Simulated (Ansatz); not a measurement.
Hf2Pd2Se2Br2O3:

```
CELL_PARAMETERS angstrom
7.58666 -1.70971 -1.17576
7.58666 1.70971 -1.17576
-2.02446 0.00000 13.05155
ATOMIC_POSITIONS crystal
Hf 0.94514 0.94514 0.06144
Hf 0.60628 0.60628 0.28309
Pd 0.17920 0.17920 0.50964
Pd 0.32286 0.32286 0.74307
Se 0.92232 0.92232 0.84566
Se 0.78991 0.78991 0.58800
Br 0.58645 0.58645 0.04520
Br 0.24604 0.24604 0.28651
O 0.59701 0.59701 0.42127
O 0.38554 0.38554 0.07302
O 0.03094 0.03094 0.22169
```

The cell was built by a generator and needn't be a form met in nature.

Base run:

| Quantity | Value |
| --- | --- |
| Program | Ansatz 0.2.0 |
| Functional | PBEsol |
| Potentials or basis | Ansatz PAW |
| Cutoff | 420 eV (not typed: the program's choice for these potentials) |
| k mesh | 8 × 8 × 2 |
| Occupations | fermi-dirac, width 0.05 eV |
| Spin | no spin polarisation |

Its results: band gap on the k mesh 0.81 eV, indirect (least direct gap 0.85 eV); pressure -2.5 GPa; largest force 0.348 eV/Å.

Q: The run is repeated on the same cell with these changes: functional from PBEsol to PBE. What comes out?

A: Band gap on the k mesh 0.84 eV, indirect (least direct gap 0.88 eV); pressure 0.0 GPa; largest force 0.006 eV/Å.

PBE binds less tightly than PBEsol, so the same cell stands under more pressure.

Caveats: spin-orbit coupling is left out, which moves the levels of the heavy elements; the k mesh misses the band edges, so the gap on the mesh is wider than the one along the path (some runs); the PAW data sets come from PBE, with cores solved anew for the run's functional, which leaves a small shift of forces and pressure (some runs).
